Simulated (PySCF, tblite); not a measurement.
**SiHF₃, a small molecule taken as a stand-in for a surface group: NMR shifts, core binding energies and electronic excitations**

Wanted: the NMR shifts, core binding energies and electronic excitations for `F[SiH](F)F`.

Computed with tblite 0.8.0 and PySCF 2.14.0; each step states its level. No surroundings beyond the atoms listed, unless a continuum is named. Atoms count from 0, parts from 1.

## 1. Starting point

5 atoms, charge 0, multiplicity 1; geometry: distance geometry start.

## 2. Geometry optimisation with GFN2-xTB

What the job is given:

```
{"job": {"kind": "relax", "xc": "GFN2-xTB", "basis": "xTB"}, "charge": 0, "multiplicity": 1}
Si    -1.121745     1.367240    -0.632298
F     -0.820488     3.008478    -0.428375
F      0.277400     0.596242    -1.117757
F     -1.671544     0.716186     0.833352
H     -2.145378     1.189895    -1.600448
```

With the program's defaults for keys left out, this is: GFN2-xTB geometry optimisation, gas phase.

Started as:

```sh
$ OMP_NUM_THREADS=1 python cluster_run.py task.json out
```

One launch serves the whole session: the jobs run in the order shown.

**Question.** The jobs that follow are: PBE0-D3(BJ)/def2-SVP geometry optimisation, gas phase; GIAO PBE0/pcSseg-2 NMR shielding, non-relativistic, gas phase; delta-SCF UKS SCAN, pcX-2 on the ionised atom, pcseg-1 elsewhere, spin-free X2C; TDDFT CAM-B3LYP/def2-SVPD, vertical, gas phase, core orbitals frozen in the response. Predict: point group; rotational constants (main isotopes); ¹H shifts against TMS (PBE0/pcSseg-2); ²⁹Si shifts against TMS (PBE0/pcSseg-2); ¹⁹F shifts against CFCl3 (PBE0/pcSseg-2, means over atoms taken as alike); Si2p binding energies, SCAN/pcX-2; F1s binding energies, SCAN/pcX-2; lowest singlet (CAM-B3LYP/def2-SVPD); brightest single state of those computed; lowest triplet; vertical ionisation energy (ΔSCF).

The runs gave:

| quantity | value |
| --- | --- |
| point group | C3v |
| rotational constants (main isotopes) | 6.92, 6.90, 3.97 GHz |
| ¹H shifts against TMS (PBE0/pcSseg-2) | 4.85 ppm |
| ²⁹Si shifts against TMS (PBE0/pcSseg-2) | -71.8 ppm |
| ¹⁹F shifts against CFCl3 (PBE0/pcSseg-2, means over atoms taken as alike) | -136.6 ppm |
| Si2p binding energies, SCAN/pcX-2 | Si0 110.97 eV |
| F1s binding energies, SCAN/pcX-2 | F1 693.78 eV |
| lowest singlet (CAM-B3LYP/def2-SVPD) | 10.66 eV (116 nm), f = 0.101 |
| brightest single state of those computed | state 5, 11.68 eV, f = 0.302 |
| lowest triplet | 9.67 eV |
| vertical ionisation energy (ΔSCF) | 14.48 eV |

What this shows: Over 4 steps the energy fell by 0.148 eV; of the close pairs, Si0–F2 changed most, 1.538 to 1.599 Å (PBE0/def2-SVP). No frequency check was run at this level, so the end point may be a saddle. At PBE0/pcSseg-2: The widest tensor belongs to F1, F2, F3: span 147 ppm, with a paramagnetic part of -154 ppm. The lowest singlet, at 10.66 eV, is HOMO→LUMO+1 0.92 and is bright; of the 6 states computed, the strongest absorption comes from state 5 at 11.68 eV. The lowest triplet lies 0.99 eV below the lowest singlet (triplets in Tamm-Dancoff, singlets in full TDDFT). ΔSCF puts the ionisation energy at 14.48 eV, 1.52 eV above −ε(HOMO).
